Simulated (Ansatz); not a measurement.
# HfRu: response to strain

Aim: deform HfRu (equal xy, yz and zx engineering shear strains of -2 %) and compute stress, forces and field gradients with LAPW, PAW and all-electron datasets made for the crystal.

Method: DFT PBEsol, scalar-relativistic, in Ansatz 0.2.0.

### 1 The starting structure

The structure is cubic, space group Pm-3m (No. 221). The conventional cell has a = 3.225 Å, b = 3.225 Å, c = 3.225 Å, α = 90.00°, β = 90.00°, γ = 90.00°. Around Hf (site symmetry m-3m) lie 8 Ru at 2.79 Å. Ru (site symmetry m-3m) is surrounded by 8 Hf at 2.79 Å.

As a file:

```xyz
2
Lattice="3.2250 0.0000 0.0000 0.0000 3.2250 0.0000 0.0000 0.0000 3.2250" Properties=species:S:1:pos:R:3 pbc="T T T"
Hf    0.0000    0.0000    0.0000
Ru    1.6125    1.6125    1.6125
```

Atoms are numbered in the order of the input: Hf1, Ru2.

### 2 After the deformation

Space group Pm-3m before, R-3m after.

### 3 All-electron LAPW

Contents of input.yaml:

```yaml
crystal:
  lattice:
    - [3.225, -0.03225, -0.03225]
    - [-0.03225, 3.225, -0.03225]
    - [-0.03225, -0.03225, 3.225]
  atoms:
    - { symbol: Hf, position: [0.0, 0.0, 0.0] }
    - { symbol: Ru, position: [0.5, 0.5, 0.5] }
kpoints:
  mp_grid: { grid: [11, 11, 11] }
  band_path:
    path:
      - [0.0, 0.0, 0.0]
      - [0.5, 0.0, 0.0]
      - [0.5, -0.5, 0.5]
      - [0.4804921086, -0.5195078914, 0.4804921086]
      - [0.4804921086, 0.4804921086, 0.4804921086]
      - [0.0, 0.0, 0.0]
      - [0.5, -0.5, 0.0]
    npoints: 5
scf:
  occupations: { method: fermi_dirac, width: 0.08 }
hamiltonian:
  xc: pbesol
  pseudopotentials: { kind: all_electron, lapw: { basis_error: 0.0005 } }
output:
  forces: true
  stress: true
  eigenvalues: true
```

Started as:

```sh
> ansatz run input.yaml --threads 1 --pin off --max-ram 3072MiB --backend cpu --events-out ev --progress --plain --runs-dir out
```

### 4 Frozen-core PAW

Contents of input.yaml:

```yaml
crystal:
  lattice:
    - [3.225, -0.03225, -0.03225]
    - [-0.03225, 3.225, -0.03225]
    - [-0.03225, -0.03225, 3.225]
  atoms:
    - { symbol: Hf, position: [0.0, 0.0, 0.0] }
    - { symbol: Ru, position: [0.5, 0.5, 0.5] }
kpoints:
  mp_grid: { grid: [11, 11, 11] }
scf:
  occupations: { method: fermi_dirac, width: 0.08 }
hamiltonian:
  xc: pbesol
  pseudopotentials: { kind: paw }
output:
  forces: true
  stress: true
  eigenvalues: true
  efg: { contact_densities: true }
```

### 5 Datasets made for this crystal

input.yaml: that of step 4 with these lines changed.

```diff
@@ -14,3 +14,3 @@
   xc: pbesol
-  pseudopotentials: { kind: paw }
+  pseudopotentials: { kind: all_electron, datasets: crystal }
 output:
```

(Steps that only read results are left out.)

**Question.** What will these runs give? Wanted: pressure; largest shear or deviatoric stress.

The runs gave:

| quantity | value |
| --- | --- |
| pressure | LAPW -2.86, PAW -2.87, crystal datasets -2.86 GPa |
| largest shear or deviatoric stress (LAPW) | 1.70 GPa |

The largest part of the stress beyond the pressure is 1.70 GPa in size; the atoms are carried along and not relaxed. No run of the undeformed cell stands beside it, so the pressure holds what the given cell had before the change. PAW: stress within 0.01 GPa of LAPW. Crystal datasets: stress within 0.01 GPa of LAPW. Spin-orbit coupling is left out, though the cell holds Hf; in elements this heavy it can shift bands and gaps by tenths of an eV.
